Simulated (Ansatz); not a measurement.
**CH4BNO: vertical ionisation energy**

The task here is to estimate one member of a computed series from the others.

Program: Ansatz 0.2.0, Gaussian basis. Level of theory: unrestricted cation, the program's frozen cores in correlated methods. These are calculated values, not measurements.

The runs, in order: UKS PBE-D4/def2-TZVPP; UKS r2SCAN-D4/def2-TZVPP; UKS PBE0-D4/def2-TZVPP; UKS B3LYP-D4/def2-TZVPP; UKS wB97X-V/def2-TZVPP; UKS wB97M-V/def2-TZVPP; UKS B2PLYP/def2-TZVPP; UHF-CCSD(T)/def2-TZVPP; UHF-MP2/def2-QZVPP; extrapolation to the limit; then −ε(HOMO) from the neutral's earlier runs with LDA (SPW92), PBE-D4, revPBE-D4, BLYP-D4, r2SCAN-D4, B97M-V, PBE0-D4, B3LYP-D4, r2SCANh-D4, r2SCAN0-D4, HSE06-D4, BHLYP-D4, CAM-B3LYP-D4, LC-ωPBE, ωB97X-V, ωB97M-V.

## Structure used throughout

All runs share one geometry, relaxed beforehand with PBE0-D4 in a triple-zeta def2 set.

8 atoms, charge 0, spin multiplicity 1.

Atoms are counted from 1 here; the program's logs count them from 0.

Bond lengths: B1–C2 1.557 Å, B1–N3 1.674 Å, B1–H5 1.199 Å, B1–H6 1.198 Å, C2–N3 1.265 Å, C2–O4 1.310 Å, N3–H7 1.011 Å, O4–H8 0.969 Å. Angles: C2–B1–N3 45.9°, C2–B1–H5 118.7°, C2–B1–H6 118.7°, N3–B1–H5 115.0°, N3–B1–H6 115.0°, H5–B1–H6 120.6°, B1–C2–N3 71.9°, B1–C2–O4 154.2°, N3–C2–O4 133.8°, B1–N3–C2 62.1°, B1–N3–H7 163.0°, C2–N3–H7 134.9°, C2–O4–H8 110.7°.

Set-up of the first run:

in.yaml

```yaml
crystal:
  periodic: [false, false, false]
  atoms:
    - {symbol: B, position_ang: [-0.375313, 1.102030, -0.312180]}
    - {symbol: C, position_ang: [-0.280987, -0.405628, 0.065162]}
    - {symbol: N, position_ang: [0.891374, 0.069776, 0.052159]}
    - {symbol: O, position_ang: [-0.775837, -1.593434, 0.311645]}
    - {symbol: H, position_ang: [-0.467814, 1.401130, -1.469074]}
    - {symbol: H, position_ang: [-0.644866, 1.894540, 0.545519]}
    - {symbol: H, position_ang: [1.814916, -0.304735, 0.223936]}
    - {symbol: H, position_ang: [-0.069370, -2.220780, 0.527033]}
basis:
  gaussian: {orbitals: def2-TZVPP}
total_charge: 1
magnetization: {spin_polarized: true, initial_magnetization: 1}
hamiltonian: {xc: pbe, dispersion: d4}
```

Run with:

```
$ ansatz run in.yaml --threads 2 --pin off --events-out ev --progress --plain --max-ram 4352MiB
```

Steps of the session up to this table: Cation, UKS PBE-D4/def2-TZVPP; Cation, UKS r2SCAN-D4/def2-TZVPP; Cation, UKS PBE0-D4/def2-TZVPP; Cation, UKS B3LYP-D4/def2-TZVPP; Cation, UKS wB97X-V/def2-TZVPP; Cation, UKS wB97M-V/def2-TZVPP; Cation, UKS B2PLYP (frozen core)/def2-TZVPP; Cation, UHF-CCSD(T)/def2-TZVPP; Cation, UHF-MP2/def2-QZVPP.

One table of the session follows, with a row left open; its other results are not shown here.

Orbital estimates, from the neutral's runs:

```
  functional  −ε(HOMO) (eV)
 LDA (SPW92)           6.45
      PBE-D4           6.38
   revPBE-D4           6.35
     BLYP-D4           6.33
   r2SCAN-D4              ?
      B97M-V           6.72
     PBE0-D4           7.72
    B3LYP-D4           7.55
  r2SCANh-D4           7.15
  r2SCAN0-D4           7.91
    HSE06-D4           7.32
    BHLYP-D4           9.03
CAM-B3LYP-D4           9.18
     LC-ωPBE          10.53
     ωB97X-V          10.17
     ωB97M-V          10.04
```

Estimate the missing values for r2SCAN-D4.

Worked estimate for «−ε(HOMO) (eV)». Against the share of exact exchange, r2SCANh-D4 (0.1, 7.15), r2SCAN0-D4 (0.25, 7.91) give a slope of 5.07 per unit share; at 0 the line stands at 6.64.

**Answer.** −ε(HOMO) (eV): 6.65. In «−ε(HOMO) (eV)» the line misses by -0.01.
